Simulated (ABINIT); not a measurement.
Here is an ABINIT 10.8.3 (patched build) calculation.

File run.abi:

```
pp_dirpath "./"
pseudos "Ti.upf, As.upf"

acell 3*1.0
rprim
     6.8813181380     0.0000000000     0.0000000000
     0.0000000000     6.8813181380     0.0000000000
     0.0000000000     0.0000000000    10.2430576509
ntypat 2
znucl 22 33
natom 4
typat 1 1 2 2
xcart
     0.0000000000     3.4406590690     7.0978243686
     3.4406590690     0.0000000000     3.1452332823
     0.0000000000     3.4406590690     2.1330143252
     3.4406590690     0.0000000000     8.1100433256
chkprim 0
chksymtnons 0
tolsym 1.0e-6

ecut 38.0

kptopt 1
ngkpt 5 5 4
nshiftk 1
shiftk 0.0 0.0 0.0

ixc -116133

nband 33
occopt 3
tsmear 0.00183747

nstep 100
tolvrs 1.0e-10

iomode 3
prtwf 0
prtden 0
prteig 0
prtebands 0
prtvol 2
```

Potentials or basis: PseudoDojo NC SR PBEsol v0.4.1 standard.

Launch:

```console
$ abinit run.abi > log 2>&1
```

**Question.** Predict the largest force.

**Answer.** 0.417 eV/Å.

**Question.** Estimate the band gap on the k mesh.

**Answer.** None (metal or under the smearing width).

**Question.** Predict the pressure.

**Answer.** -9.6 GPa.

Stress tensor (GPa, compression positive):
```
 -9.23   0.00   0.00
  0.00  -9.23   0.00
  0.00   0.00 -10.43
```
